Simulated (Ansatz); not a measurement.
# C2H9GaO: small, medium and large basis sets

Aim: see how fast density functionals converge with the basis set for C2H9GaO.

The runs use Ansatz 0.2.0, Gaussian basis; one geometry, several basis sets.

Plan: PBE0-D4/def2-SVP; ωB97M-V/def2-SVP; PBE0-D4/def2-QZVPP; ωB97M-V/def2-QZVPP; the functionals' def2-TZVPP values are taken from earlier runs.

**1. The relaxed structure**

The geometry comes from an earlier relaxation with PBE0-D4 in a triple-zeta def2 set; it is a stationary point, not always the lowest conformer.

SMILES `C[O+](C)[GaH3-]`, 13 atoms, charge 0, spin multiplicity 1.

Atoms are counted from 1 here; the program's logs count them from 0.

Bond lengths: C1–O2 1.419 Å, C1–H5 1.088 Å, C1–H6 1.094 Å, C1–H7 1.095 Å, O2–C3 1.419 Å, O2–Ga4 2.141 Å, C3–H8 1.094 Å, C3–H9 1.095 Å, C3–H10 1.088 Å, Ga4–H11 1.577 Å, Ga4–H12 1.577 Å, Ga4–H13 1.583 Å. Angles: O2–C1–H5 107.2°, O2–C1–H6 109.6°, O2–C1–H7 110.6°, H5–C1–H6 109.9°, H5–C1–H7 109.7°, H6–C1–H7 109.8°, C1–O2–C3 112.7°, C1–O2–Ga4 114.7°, C3–O2–Ga4 114.8°, O2–C3–H8 109.6°, O2–C3–H9 110.6°, O2–C3–H10 107.2°, H8–C3–H9 109.8°, H8–C3–H10 109.9°, H9–C3–H10 109.7°, O2–Ga4–H11 96.8°, O2–Ga4–H12 96.8°, O2–Ga4–H13 96.2° and more.

**2. PBE0-D4 in def2-SVP**

The input, in.yaml:

```yaml
crystal:
  periodic: [false, false, false]
  atoms:
    - {symbol: C, position_ang: [-0.127679, 1.208100, -0.820334]}
    - {symbol: O, position_ang: [-0.372667, 0.214585, 0.162865]}
    - {symbol: C, position_ang: [0.361677, 0.433063, 1.357339]}
    - {symbol: Ga, position_ang: [-0.323243, -1.797721, -0.565297]}
    - {symbol: H, position_ang: [-0.748912, 0.967934, -1.681010]}
    - {symbol: H, position_ang: [-0.401107, 2.190618, -0.425734]}
    - {symbol: H, position_ang: [0.927022, 1.206293, -1.114378]}
    - {symbol: H, position_ang: [0.094716, 1.405696, 1.779869]}
    - {symbol: H, position_ang: [1.437920, 0.397004, 1.159166]}
    - {symbol: H, position_ang: [0.089564, -0.360141, 2.050968]}
    - {symbol: H, position_ang: [-1.355284, -1.595673, -1.739840]}
    - {symbol: H, position_ang: [-0.780719, -2.491390, 0.774501]}
    - {symbol: H, position_ang: [1.219014, -1.813169, -0.923314]}
basis:
  gaussian: {orbitals: def2-SVP}
hamiltonian: {xc: pbe0, dispersion: d4}
output: {orbitals: {seedname: orbitals}}
```

Started as:

```sh
> ansatz run in.yaml --threads 4 --pin off --events-out ev --progress --plain --max-ram 10444MiB
```

Further steps of the session: ωB97M-V in def2-SVP; PBE0-D4 in def2-QZVPP; ωB97M-V in def2-QZVPP.

Before running them: what should the planned runs give, taken together? Wanted: PBE0-D4: double and triple zeta above quadruple; ωB97M-V: double and triple zeta above quadruple.

**Answer**, as computed:

| quantity | value |
| --- | --- |
| PBE0-D4: double and triple zeta above quadruple | 13.00, 1.44 eV |
| ωB97M-V: double and triple zeta above quadruple | 13.21, 1.41 eV |

PBE0-D4 gains 11.56 eV from double to triple zeta, then 1.44 eV more. These are total energies; as a rule much of such shifts cancels in differences, which this series doesn't test. The LUMO of ωB97M-V is positive and keeps falling with the basis (2.05 to 1.32 eV): an unbound level that the basis holds in place.
